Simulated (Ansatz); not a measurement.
**GePNH (sextet): from Hartree-Fock to the top rungs, cc-pVDZ**

The task here is to estimate one member of a computed series from the others.

Program: Ansatz 0.2.0, Gaussian basis. Level of theory: cc-pVDZ, core rule «outside noble gas», up to 20 orbitals frozen. These are calculated values, not measurements.

To be run: UHF; CCSD(T) on ROHF; CCSD(T) on UHF; BCCD(T) on ROHF; CISD; CCSDT(Q) on ROHF; CCSDT(Q) on UHF.

31 further runs of the same task are left out: 7 for a known fault of the program, 8 that didn't finish, 16 set aside as unsound or not needed.

## What is computed

The geometry is a PBE0/def2-TZVP stationary point (not a proven minimum) of the parent state, kept for this charge and spin. No spin-orbit coupling is included. The filled d shell of Ge may be among the frozen orbitals whatever the setting's name suggests; the logs give the count.

4 atoms, charge 0, spin multiplicity 6.

Atoms are counted from 1 here; the program's logs count them from 0.

Bond lengths: Ge1–P2 2.340 Å, P2–N3 1.544 Å, N3–H4 1.008 Å. Angles: Ge1–P2–N3 112.6°, P2–N3–H4 134.4°.

Set-up of the first run:

in.yaml

```yaml
crystal:
  periodic: [false, false, false]
  atoms:
    - {symbol: Ge, position_ang: [0.000000, -0.088165, 1.003333]}
    - {symbol: P, position_ang: [0.000000, 0.538146, -1.251469]}
    - {symbol: N, position_ang: [0.000000, -0.676259, -2.205119]}
    - {symbol: H, position_ang: [0.000000, -0.785688, -3.207505]}
basis:
  gaussian: {orbitals: cc-pVDZ}
magnetization: {spin_polarized: true, initial_magnetization: 5}
hamiltonian: {xc: hf}
output: {orbitals: {seedname: orbitals}}
```

On the command line:

```console
$ ansatz run in.yaml --threads 1 --pin off --events-out ev --progress --plain --max-ram 2393MiB
```

Among the steps run: UHF; CCSD(T) on ROHF; CCSD(T) on UHF; BCCD(T) on ROHF; CISD; CCSDT(Q) on ROHF; CCSDT(Q) on UHF.

One table of the session follows, with a row left open; its other results are not shown here.

| method | from RCCSDT(Q) (meV) |
| --- | --- |
| ROHF | ? |
| UHF | +8868.7 |
| RMP2 | +1430.4 |
| UMP2 | +1449.1 |
| CISD | +1261.4 |
| RCCSD | +395.5 |
| UCCSD | +365.4 |
| RCCSD(T) | +76.4 |
| UCCSD(T) | +56.3 |
| BCCD(T) | +69.2 |
| RCCSDT | +31.6 |
| UCCSDT | +10.4 |
| RCCSDT(Q) | 0 |
| UCCSDT(Q) | -21.4 |

Q: Estimate the row for ROHF from the others.

As computed: from RCCSDT(Q) (meV): +9198.7. In the column «from RCCSDT(Q) (meV)» it is the highest.

Limits of these values: Restricted and unrestricted rows rest on different reference determinants; where their highest levels disagree by more than a few hundredths of an eV, they describe different states and don't form one ladder.
